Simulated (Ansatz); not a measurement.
# Ca (Calcium): the cost of one run

Program: Ansatz 0.2.0. Level of theory: DFT PBE, scalar-relativistic, plane waves, PAW. These are calculated values, not measurements.

1 further run of the same task is left out (set aside as unsound or not needed).

### 1 The starting structure

It takes space group Fm-3m (No. 225, cubic). The conventional cell has a = 5.525 Å, b = 5.525 Å, c = 5.525 Å, α = 90.00°, β = 90.00°, γ = 90.00°. Around Ca (site symmetry m-3m) lie 12 Ca at 3.91 Å.

Coordinates:

```cif
data_structure
_symmetry_space_group_name_H-M 'P 1'
_symmetry_Int_Tables_number 1
_cell_length_a 3.9066
_cell_length_b 3.9066
_cell_length_c 3.9066
_cell_angle_alpha 60.000
_cell_angle_beta 60.000
_cell_angle_gamma 60.000
_cell_volume 42.16
loop_
_atom_site_label
_atom_site_type_symbol
_atom_site_fract_x
_atom_site_fract_y
_atom_site_fract_z
_atom_site_occupancy
Ca1 Ca 0.00000 0.00000 0.00000 1
```

It is the result of an earlier relaxation at this level (volume 42.16 Å³/atom; gap on the mesh: none (metal)).

### 2 The bulk in the cell of the plane

The input, input.yaml:

```yaml
crystal:
  lattice:
    - [3.906618265, 0.0, 0.0]
    - [-1.9533091325, 3.3832306604, 0.0]
    - [1.9533091325, 1.1277435535, 3.1897404564]
  atoms:
    - { symbol: Ca, position: [0.0, 0.0, 0.0] }
basis:
  ecutwfc: 420
kpoints:
  mp_grid: { grid: [9, 9, 11] }
hamiltonian:
  xc: pbe
scf:
  occupations: { method: gaussian, width: 0.1 }
output:
  forces: true
  stress: true
  eigenvalues: true
```

Launch:

```bash
> ansatz run input.yaml --threads 1 --pin off --max-ram 2560MiB --backend cpu --events-out ev --progress --plain --runs-dir out
```

**Question.** How long does this run take on 1 thread of AMD EPYC 9R45 (Zen 5), shared host, and how much memory does it need?

About 1.6 s, with a peak of 0.41 GiB.
